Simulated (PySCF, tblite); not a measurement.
**C₄H₅AlBrCl: geometry, infrared bands and NMR shifts**

Wanted: the infrared bands and NMR shifts of C₄H₅AlBrCl (`C#C[C@H](C)[Al]([Cl])[Br]`), by calculation.

Programs: tblite 0.8.0 and PySCF 2.14.0, with density-fitted response routines of our own. Each step states its level of theory. These are calculated values for one molecule in the gas phase, unless marked as measured. Atoms are numbered from 0 throughout.

## 1. The starting structure

12 atoms, charge 0, multiplicity 1; geometry from: force field or distance geometry start.

Bonds of the start (Å): C0–C1 1.20, C1–C2 1.48, C2–C3 1.47, C2–Al4 1.97, Al4–Cl5 2.22, Al4–Br6 2.37, C0–H7 1.07, C2–H8 1.12, C3–H9 1.10, C3–H10 1.10, C3–H11 1.12.

## 2. Geometry optimisation with GFN2-xTB

What the job is given:

```
{"job": {"kind": "relax", "xc": "GFN2-xTB", "basis": "xTB"}, "charge": 0, "multiplicity": 1}
C     -1.736700     0.996000     1.398800
C     -1.072300     0.509900     0.527500
C     -0.217700    -0.082600    -0.528300
C     -0.042500    -1.510900    -0.227800
Al     1.430100     1.005100    -0.556400
Cl     1.863000     2.488700    -2.149800
Br     3.035400     0.809600     1.176900
H     -2.324300     1.452400     2.164400
H     -0.794200     0.040900    -1.483500
H     -0.545000    -2.111900    -1.005900
H      0.992700    -1.862900    -0.071200
H     -0.587400    -1.735000     0.729100
```

Run with:

```
$ OMP_NUM_THREADS=1 python probes_run.py task.json out
```

One launch serves the whole session: the jobs run in the order shown.

**Question.** This job is followed by: GFN2-xTB harmonic vibrations, gas phase; GIAO PBE0/pcSseg-1 NMR shielding, non-relativistic, gas phase. Predict these results of the whole session: strongest single infrared mode (GFN2-xTB); zero-point energy (GFN2-xTB); ¹³C shifts against TMS (PBE0/pcSseg-1); ¹H shifts against TMS (PBE0/pcSseg-1, means over atoms taken as alike); ²⁷Al shifts against AlH4- (PBE0/pcSseg-1); ³⁵Cl shifts against HCl (PBE0/pcSseg-1); ⁷⁹Br shifts against HBr (PBE0/pcSseg-1); surface potential, 1st and 99th percentile.

**Answer**, as computed:

| quantity | value |
| --- | --- |
| strongest single infrared mode (GFN2-xTB) | 616 cm⁻¹, 103 km/mol |
| zero-point energy (GFN2-xTB) | 47.0 kcal/mol |
| ¹³C shifts against TMS (PBE0/pcSseg-1) | 90.2, 75.8, 19.6, 16.4 ppm |
| ¹H shifts against TMS (PBE0/pcSseg-1, means over atoms taken as alike) | 2.13, 1.63, 1.54 ppm |
| ²⁷Al shifts against AlH4- (PBE0/pcSseg-1) | 121.5 ppm |
| ³⁵Cl shifts against HCl (PBE0/pcSseg-1) | 45 ppm |
| ⁷⁹Br shifts against HBr (PBE0/pcSseg-1) | 31 ppm |
| surface potential, 1st and 99th percentile | -0.76 V and 2.92 V |

**Reading.** Over 157 steps the energy fell by 0.694 eV; of the close pairs, Al4–Cl5 changed most, 2.220 to 2.022 Å. No mode is imaginary among the 30: a minimum at this level. The strongest single mode, at 616 cm⁻¹, moves mainly H7 and Al4. GFN2-xTB is a fitted tight-binding method: band positions and strengths are rough. Its intensities can rank the bands wrongly. At PBE0/pcSseg-1: Shielding is most anisotropic at Br6 (span 630 ppm, paramagnetic term -533 ppm). By nearest atom (PBE0/pcSseg-1), the HOMO sits on C0 36 %; C1 22 % and the LUMO on Al4 59 %; Cl5 11 %. Spin-orbit coupling is left out, which matters for shieldings and couplings at and beside the heavy atoms.
